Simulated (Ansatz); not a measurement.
# CuAgSe2: the cost of one run

Computed with Ansatz 0.2.0 (DFT PBE+U (U_eff = 4 eV on Cu d), plane waves, PAW, unless a step's input says otherwise).

## (1) The starting structure

It takes space group R-3m (No. 166, trigonal). The conventional cell has a = 3.782 Å, b = 3.782 Å, c = 20.597 Å, α = 90.00°, β = 90.00°, γ = 120.00°. Around Ag (site symmetry -3m) lie 6 Se at 3.00 Å. Cu (site symmetry -3m) is surrounded by 6 Se at 2.58 Å. Around Se (site symmetry 3m) lie 3 Cu at 2.58 Å and 3 Ag at 3.00 Å.

Structure file:

```xyz
4
Lattice="1.8912 1.0919 6.8656 -1.8912 1.0919 6.8656 0.0000 -2.1837 6.8656" Properties=species:S:1:pos:R:3 pbc="T T T"
Ag    0.0000    0.0000   10.2984
Cu    0.0000    0.0000    0.0000
Se    0.0000    0.0000    5.4932
Se    0.0000    0.0000   15.1037
```

Magnetic order typed: ferromagnetic.

## (2) From atoms, symmetry kept, no search

input.yaml reads:

```yaml
crystal:
  lattice:
    - [1.89115987, 1.09186166, 6.86563198]
    - [-1.89115987, 1.09186166, 6.86563198]
    - [0.0, -2.18372332, 6.86563198]
  atoms:
    - { symbol: Ag, position: [0.5, 0.5, 0.5] }
    - { symbol: Cu, position: [0.0, 0.0, 0.0], spin: 2.0 }
    - { symbol: Se, position: [0.2667, 0.2667, 0.2667] }
    - { symbol: Se, position: [0.7333, 0.7333, 0.7333] }
basis:
  ecutwfc: 420
  ecutrho_ratio: 4
kpoints:
  mp_grid: { grid: [6, 6, 6] }
hamiltonian:
  xc: pbe
  hubbard: { sites: [{ site: 1, l: d, u_eff: 4.0 }] }
scf:
  occupations: { method: gaussian, width: 0.05 }
  lower_state_search: "off"
  max_iter: 150
output:
  forces: true
  stress: true
  eigenvalues: true
  populations: true
  hubbard: { sites: [{ site: 1, l: d }] }
magnetization:
  spin_polarized: true
```

Command:

```sh
$ ansatz run input.yaml --threads 2 --pin off --max-ram 3072MiB --backend cpu --events-out ev --progress --plain --runs-dir out
```

**Question.** How long does this run take on 2 threads of AMD EPYC 9R45 (Zen 5), shared host, and how much memory does it need?

About 4.7 s, with a peak of 0.64 GiB.
